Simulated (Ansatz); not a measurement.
Predict the output of the script below (Ansatz 0.2.0, Python API).

`run_deck.py`:
```python
# -*- coding: utf-8 -*-
import ansatz as az

deck = {
    "crystal": {
        "periodic": [False, False, False],
        "atoms": [
            {"symbol": "Cl", "position_ang": [-1.6319, -1.4967, -1.7908]},
            {"symbol": "Si", "position_ang": [-1.1868, -0.0563, -0.3259]},
            {"symbol": "C", "position_ang": [-0.0271, -0.7271, 0.8822]},
            {"symbol": "B", "position_ang": [1.3711, 0.1392, 0.4299]},
            {"symbol": "C", "position_ang": [0.3823, 0.8192, -0.7194]},
            {"symbol": "H", "position_ang": [-2.2478, 0.8026, 0.2417]},
            {"symbol": "H", "position_ang": [0.198, -1.8146, 0.7582]},
            {"symbol": "H", "position_ang": [-0.2516, -0.4648, 1.9301]},
            {"symbol": "H", "position_ang": [2.427, 0.2288, 0.8208]},
            {"symbol": "H", "position_ang": [0.7538, 0.5936, -1.6975]},
            {"symbol": "H", "position_ang": [0.2782, 1.9192, -0.5089]},
        ],
    },
    "basis": {"gaussian": {"orbitals": "cc-pVDZ"}},
    "hamiltonian": {"xc": {"name": "B97M-V"}},
}
session = az.Session.from_dict(deck)
summary = session.plan(threads=1).execute().report

print("reference energy %16.6f eV" % summary["reference_energy_ev"])
print("total energy     %16.6f eV" % summary["free_energy_ev"])
print("occupied orbitals outside the frozen core (up, down):", summary["n_occupied"], " frozen:", summary["n_frozen"], " virtual:", summary["n_virtual"])
symbols = ["Cl", "Si", "C", "B", "C", "H", "H", "H", "H", "H", "H"]
field = summary["mean_field"]
print("<S^2> =", round(abs(field["state"]["spin_squared"]), 4), " all-electron relativity setting:", field["relativity"])
print("passes:", field["passes"])
if "symmetry" in field:
    print("occupied orbitals by irrep:", field["symmetry"]["occupied"])
```

`python run_deck.py` gives:
```text
reference energy    -23243.110612 eV
total energy        -23243.110612 eV
occupied orbitals outside the frozen core (up, down): [27, 27]  frozen: 0  virtual: [81, 81]
<S^2> = 0.0  all-electron relativity setting: none
passes: {'evaluations': 16, 'products': 13}
occupied orbitals by irrep: [{'A': 27}, {'A': 27}]
```

Total energies depend on the basis set; only differences at equal settings carry meaning. The geometry is a force-field or estimated start, not a minimum of this method, and the basis set is short of its limit. Wall time of the script: 31 s on 1 thread of Arm Neoverse N1 (shared host), peak memory 0.26 GiB.

(A comment or docstring line of the script was reworded after the run, the code is as it ran; lines on the test bed's own set-up are left out of the output.)
